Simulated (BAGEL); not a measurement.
**GaH2O2 (SMILES [OH][Ga][OH]): UHF/def2-SVPD (density fitting with qzvpp-jkfit)**

What is the electronic atomisation energy of GaH2O2 at UHF/def2-SVPD (density fitting with qzvpp-jkfit)? 

The results are computed with BAGEL 1.2.2.

17 further runs of the same task are left out: 4 that didn't finish, 13 set aside as unsound or not needed.

## 1. The system as given

GaH2O2: 5 atoms, total charge 0, spin state doublet. As SMILES, `[OH][Ga][OH]`. The coordinates come from a PBE0-D4/def2-TZVP relaxation. This is one conformer, not always the lowest.

Bond lengths: O1–Ga2 1.804 Å, Ga2–O3 1.795 Å, O1–H4 0.960 Å, O3–H5 0.963 Å. Angles: O1–Ga2–O3 114.9°, Ga2–O1–H4 114.9°, Ga2–O3–H5 111.1°.

## 2. A single-point energy at UHF/def2-SVPD (density fitting with qzvpp-jkfit)

Contents of input.json:

```json
{ "bagel": [

{
  "title": "molecule",
  "basis": "def2-svpd.json",
  "df_basis": "qzvpp-jkfit",
  "angstrom": "true",
  "geometry": [
    { "atom": "O", "xyz": [      -0.370600,       0.021600,      -1.274400 ] },
    { "atom": "Ga", "xyz": [      -0.311700,      -0.753800,       0.353600 ] },
    { "atom": "O", "xyz": [       0.618200,       0.154900,       1.591100 ] },
    { "atom": "H", "xyz": [      -0.867400,      -0.464600,      -1.936500 ] },
    { "atom": "H", "xyz": [       0.981500,       0.968200,       1.224700 ] }
  ]
},

{
  "title": "uhf",
  "nopen": 1
},

{
  "title": "print",
  "file": "orbitals.molden",
  "orbitals": "true"
}

]}
```

The basis set def2-SVPD is read from a file made from the Basis Set Exchange's data (not shown).

Started as:

```bash
$ BAGEL_NUM_THREADS=1 BAGEL input.json > input.out
```

Standard output:

```text
* using 1 threads per process

  ===============================================================
  ===============================================================

  *** Geometry ***

  { "atom" : "O", "xyz" : [     -0.700333,      0.040818,     -2.408267 ] },
  { "atom" : "Ga", "xyz" : [     -0.589028,     -1.424476,      0.668207 ] },
  { "atom" : "O", "xyz" : [      1.168229,      0.292719,      3.006743 ] },
  { "atom" : "H", "xyz" : [     -1.639148,     -0.877967,     -3.659455 ] },
  { "atom" : "H", "xyz" : [      1.854766,      1.829633,      2.314348 ] },

  Number of auxiliary basis functions:      456

  Since a DF basis is specified, we compute 2- and 3-index integrals:
    o Being stored without compression. Storage requirement is 0.036 GB

  Number of basis functions:      100
  Number of electrons      :       49

    * METHOD: MOLECULE                             0.21

  *** Open-shell HF ***

  === Nuclear Repulsion ===
   182.4312921158

      * DIIS with orbital gradients will be used.

  === UHF iteration (def2-svpd.json) ===
      0      -2073.35665254          0.05880272           0.19
      1      -2073.51833264          0.05518982           0.18
      2      -2073.64986751          0.03893032           0.19
[... 18 lines of this table left out ...]
     21      -2073.81851164          0.00000001           0.19
    * SCF iteration converged.

    * S^2 (UHF) is 0.7553

    * Permanent dipole moment:
           (    0.465409,     0.539226,     0.461830) a.u.

    * METHOD: UHF                                  4.30

    * METHOD: PRINT                                0.02

  ===============================================================
```

Wall time 4.8 s (1 thread of Arm Neoverse V2, shared host); peak memory 0.13 GiB.

## 3. The Ga atom, same level

Contents of calc.json:

```json
{ "bagel": [

{
  "title": "molecule",
  "basis": "def2-svpd.json",
  "df_basis": "qzvpp-jkfit",
  "angstrom": "true",
  "geometry": [
    { "atom": "Ga", "xyz": [    0.000000,    0.000000,    0.000000 ] }
  ]
},
{ "title": "uhf", "nopen": 1 },
{ "title": "print", "file": "orbitals.molden", "orbitals": "true" }

]}
```

The basis set def2-SVPD is read from a file made from the Basis Set Exchange's data (not shown).

Run the same way, it converges to -1922.97466 Eh (log not shown).

## 4. The H atom

Contents of job.json:

```json
{ "bagel" : [

{
  "title" : "molecule",
  "basis" : "def2-svpd.json",
  "df_basis" : "qzvpp-jkfit",
  "angstrom" : "true",
  "geometry" : [
    { "atom" : "H", "xyz" : [       0.000000,       0.000000,       0.000000 ] }
  ]
},

{
  "title" : "uhf",
  "nopen" : 1
},

{
  "title" : "print",
  "file" : "orbitals.molden",
  "orbitals" : "true"
}

]}
```

The basis set def2-SVPD is read from a file made from the Basis Set Exchange's data (not shown).

Run the same way, it converges to -0.49928 Eh (log not shown).

## 5. The O atom, same level

Contents of calc.json:

```json
{ "bagel": [

{
  "title": "molecule",
  "basis": "def2-svpd.json",
  "df_basis": "qzvpp-jkfit",
  "angstrom": true,
  "geometry": [
    { "atom": "O", "xyz": [       0.000000,       0.000000,       0.000000 ] }
  ]
},

{ "title": "uhf", "nopen": 2 },

{ "title": "print", "file": "orbitals.molden", "orbitals": true }

]}
```

The basis set def2-SVPD is read from a file made from the Basis Set Exchange's data (not shown).

Started as:

```bash
$ BAGEL_NUM_THREADS=1 BAGEL calc.json > calc.out
```

Standard output:

```text
* using 1 threads per process

  ===============================================================
  ===============================================================

  *** Geometry ***

  { "atom" : "O", "xyz" : [      0.000000,      0.000000,      0.000000 ] },

  Number of auxiliary basis functions:       77

  Since a DF basis is specified, we compute 2- and 3-index integrals:
    o Being stored without compression. Storage requirement is 0.000 GB

  Number of basis functions:       23
  Number of electrons      :        8

    * METHOD: MOLECULE                             0.01

  *** Open-shell HF ***

  === Nuclear Repulsion ===
     0.0000000000

      * DIIS with orbital gradients will be used.

  === UHF iteration (def2-svpd.json) ===
      0        -74.70903403          0.01587166           0.00
      1        -74.72212529          0.00512375           0.00
      2        -74.72376004          0.00206897           0.00
      3        -74.72413790          0.00054968           0.00
      4        -74.72418384          0.00019422           0.00
      5        -74.72419364          0.00000785           0.00
      6        -74.72419400          0.00000279           0.00
      7        -74.72419405          0.00000095           0.00
      8        -74.72419405          0.00000038           0.00
      9        -74.72419405          0.00000003           0.00
     10        -74.72419405          0.00000000           0.00
    * SCF iteration converged.

    * S^2 (UHF) is 2.0087

    * Permanent dipole moment:
           (    0.000000,    -0.000000,    -0.000000) a.u.

    * METHOD: UHF                                  0.02

    * METHOD: PRINT                                0.00

  ===============================================================
```

Wall time 0.18 s (1 thread of Arm Neoverse V2, shared host).

## 6. What came out

Level: UHF/def2-SVPD (density fitting with qzvpp-jkfit).

```
                     quantity           value
       molecule: total energy  -2073.81851 Eh
      molecule: dipole moment          2.16 D
               molecule: ⟨S²⟩           0.755
        Ga atom: total energy  -1922.97466 Eh
       Ga atom: dipole moment          0.00 D
                Ga atom: ⟨S²⟩           0.763
         H atom: total energy     -0.49928 Eh
        H atom: dipole moment          0.00 D
                 H atom: ⟨S²⟩           0.750
         O atom: total energy    -74.72419 Eh
        O atom: dipole moment          0.00 D
                 O atom: ⟨S²⟩           2.009
electronic atomisation energy       10.801 eV
```

**Reading.** Taking the molecule apart into free atoms costs 10.80 eV (1042 kJ/mol), before zero-point energy and without spin-orbit coupling. Hartree–Fock lacks the correlation of the bonding pairs, which as a rule makes this value much too low; in minimal bases other errors can mask that.
